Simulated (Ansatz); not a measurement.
# C₃H₈Cl₂InN: up Jacob's ladder to CCSD(T)

The task here is to estimate one member of a computed series from the others.

Computed with Ansatz 0.2.0, Gaussian basis. Level: functionals in def2-TZVPP, the program's frozen cores in correlated methods.

Levels to be run: LDA (SPW92), PBE-D4, revPBE-D4, BLYP-D4, r2SCAN-D4, B97M-V, PBE0-D4, B3LYP-D4, r2SCANh-D4, r2SCAN0-D4, HSE06-D4, BHLYP-D4, CAM-B3LYP-D4, LC-ωPBE, ωB97X-V, ωB97M-V, B2PLYP, PBE-QIDH; CCSD(T)/def2-SVP; CCSD(T)/def2-TZVPP; MP2/def2-QZVPP; extrapolation to the limit; RPA on PBE.

## The relaxed structure

The geometry comes from an earlier relaxation with PBE0-D4 in a triple-zeta def2 set; it is a stationary point, not always the lowest conformer. In takes the def2 core potential; no spin-orbit term is included.

15 atoms, charge 0, spin multiplicity 1.

Atoms are counted from 1 here; the program's logs count them from 0.

Bond lengths: C1–C2 1.522 Å, C1–H8 1.093 Å, C1–H9 1.096 Å, C1–H10 1.093 Å, C2–C3 1.516 Å, C2–N4 1.457 Å, C2–H11 1.099 Å, C3–H12 1.092 Å, C3–H13 1.092 Å, C3–H14 1.096 Å, N4–In5 2.004 Å, N4–H15 1.012 Å, In5–Cl6 2.311 Å, In5–Cl7 2.317 Å. Angles: C2–C1–H8 111.5°, C2–C1–H9 110.1°, C2–C1–H10 111.1°, H8–C1–H9 107.8°, H8–C1–H10 108.1°, H9–C1–H10 108.1°, C1–C2–C3 111.4°, C1–C2–N4 113.3°, C1–C2–H11 108.0°, C3–C2–N4 110.1°, C3–C2–H11 107.7°, N4–C2–H11 106.0°, C2–C3–H12 110.8°, C2–C3–H13 110.8°, C2–C3–H14 111.0°, H12–C3–H13 108.5°, H12–C3–H14 107.3°, H13–C3–H14 108.3° and more.

The first run:

in.yaml

```yaml
crystal:
  periodic: [false, false, false]
  atoms:
    - {symbol: C, position_ang: [-1.663038, 0.162309, 0.027387]}
    - {symbol: C, position_ang: [-0.450564, -0.753001, 0.125896]}
    - {symbol: C, position_ang: [0.266610, -0.579102, 1.450415]}
    - {symbol: N, position_ang: [0.487792, -0.589143, -0.976982]}
    - {symbol: In, position_ang: [1.655031, 1.018226, -1.242147]}
    - {symbol: Cl, position_ang: [2.375536, 2.522898, 0.357615]}
    - {symbol: Cl, position_ang: [2.596191, 1.305171, -3.340282]}
    - {symbol: H, position_ang: [-2.388436, -0.047076, 0.818359]}
    - {symbol: H, position_ang: [-1.353987, 1.209463, 0.124377]}
    - {symbol: H, position_ang: [-2.167025, 0.044843, -0.934968]}
    - {symbol: H, position_ang: [-0.804903, -1.792172, 0.070910]}
    - {symbol: H, position_ang: [-0.409382, -0.771902, 2.285763]}
    - {symbol: H, position_ang: [1.113932, -1.263260, 1.525019]}
    - {symbol: H, position_ang: [0.639820, 0.444748, 1.563806]}
    - {symbol: H, position_ang: [0.102412, -0.911993, -1.855157]}
basis:
  gaussian: {orbitals: def2-TZVPP}
hamiltonian: {xc: lda}
output: {orbitals: {seedname: orbitals}}
```

Run with:

```sh
ansatz run in.yaml --threads 2 --pin off --events-out ev --progress --plain --max-ram 32768MiB --backend cuda --devices 0, --max-vram 18GiB
```

Steps of the session up to this table: LDA; PBE-D4 (GGA); revPBE-D4 (GGA); BLYP-D4 (GGA); r2SCAN-D4 (meta-GGA); B97M-V (meta-GGA); PBE0-D4 (hybrid); B3LYP-D4 (hybrid); r2SCANh-D4 (hybrid); r2SCAN0-D4 (hybrid); HSE06-D4 (hybrid); BHLYP-D4 (hybrid); CAM-B3LYP-D4 (range-separated); LC-ωPBE (range-separated); ωB97X-V (range-separated); ωB97M-V (range-separated); B2PLYP (double hybrid); PBE-QIDH (double hybrid).

One table of the session follows, with a row left open; its other results are not shown here.

It belongs to the step «Orbital energies across the functionals». 

```
  functional  HOMO (eV)  LUMO (eV)  gap (eV)
 LDA (SPW92)      -6.20      -3.08      3.12
      PBE-D4      -6.00      -2.78      3.22
   revPBE-D4      -5.92      -2.65      3.26
     BLYP-D4      -5.88      -2.72      3.15
   r2SCAN-D4      -6.25      -2.59      3.66
      B97M-V      -6.35      -2.65      3.69
     PBE0-D4      -7.28      -1.91      5.37
    B3LYP-D4      -7.07      -2.21      4.85
  r2SCANh-D4      -6.73      -2.28      4.46
  r2SCAN0-D4      -7.47      -1.80      5.66
    HSE06-D4      -6.88      -2.28      4.60
    BHLYP-D4      -8.50      -1.04      7.46
CAM-B3LYP-D4      -8.66      -0.96      7.70
     LC-ωPBE          ?          ?         ?
     ωB97X-V      -9.66       0.13      9.79
     ωB97M-V      -9.57      -0.02      9.55
```

**Question.** Estimate the row for LC-ωPBE.

The run gave: HOMO (eV): -10.00; LUMO (eV): 0.31; gap (eV): 10.31. In the column «HOMO (eV)» it is the lowest.
